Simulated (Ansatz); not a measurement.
# BBrFH3Si: the cost of one run

Program: Ansatz 0.2.0, Gaussian basis. Level of theory: the settings change from run to run. These are calculated values, not measurements.

## 1. The geometry

The geometry comes from an earlier relaxation with PBE0-D4 in a triple-zeta def2 set; it is a stationary point, not always the lowest conformer.

SMILES `FB([SiH3])Br`, 7 atoms, charge 0, spin multiplicity 1.

Atoms are counted from 1 here; the program's logs count them from 0.

Bond lengths: F1–B2 1.313 Å, B2–Si3 2.027 Å, B2–Br4 1.923 Å, Si3–H5 1.487 Å, Si3–H6 1.486 Å, Si3–H7 1.487 Å. Angles: F1–B2–Si3 123.6°, F1–B2–Br4 116.8°, Si3–B2–Br4 119.5°, B2–Si3–H5 108.5°, B2–Si3–H6 111.9°, B2–Si3–H7 108.5°, H5–Si3–H6 109.6°, H5–Si3–H7 108.7°, H6–Si3–H7 109.6°.

Coordinates:

```mol
BBrFH3Si
  3D, bonds by distance, orders not assigned

  7  6  0  0  0  0  0  0  0  0999 V2000
   -1.4940   -1.1565    1.1315 F   0  0
   -0.7796   -0.8239    0.0812 B   0  0
    0.5974    0.6634    0.0849 Si  0  0
   -1.0872   -1.8274   -1.5298 Br  0  0
    0.2105    1.6675   -0.9409 H   0  0
    0.6977    1.3223    1.4132 H   0  0
    1.9166    0.0867   -0.2857 H   0  0
  1  2  8  0
  2  3  8  0
  2  4  8  0
  3  5  8  0
  3  6  8  0
  3  7  8  0
M  END
```

## 2. wB97M-V/def2-TZVPD

Set apart from the defaults: density fitting with cc-pVTZ-jkfit.

The input, in.yaml:

```yaml
crystal:
  periodic: [false, false, false]
  atoms:
    - {symbol: F, position_ang: [-1.494012, -1.156519, 1.131463]}
    - {symbol: B, position_ang: [-0.779644, -0.823922, 0.081220]}
    - {symbol: Si, position_ang: [0.597407, 0.663392, 0.084863]}
    - {symbol: Br, position_ang: [-1.087219, -1.827385, -1.529782]}
    - {symbol: H, position_ang: [0.210518, 1.667499, -0.940925]}
    - {symbol: H, position_ang: [0.697666, 1.322285, 1.413151]}
    - {symbol: H, position_ang: [1.916584, 0.086750, -0.285692]}
basis:
  gaussian: {orbitals: def2-TZVPD, fitting: {mean_field: cc-pVTZ-jkfit}}
hamiltonian: {xc: {name: wB97M-V}}
output: {forces: true}
```

Command:

```console
$ ansatz run in.yaml --threads 2 --pin off --events-out ev --progress --plain --max-ram 4352MiB
```

**Question.** How long does this run take on 2 threads of Intel Xeon 6975P-C, shared host, and how much memory does it need?

About 7.5 s, with a peak of 0.61 GiB.
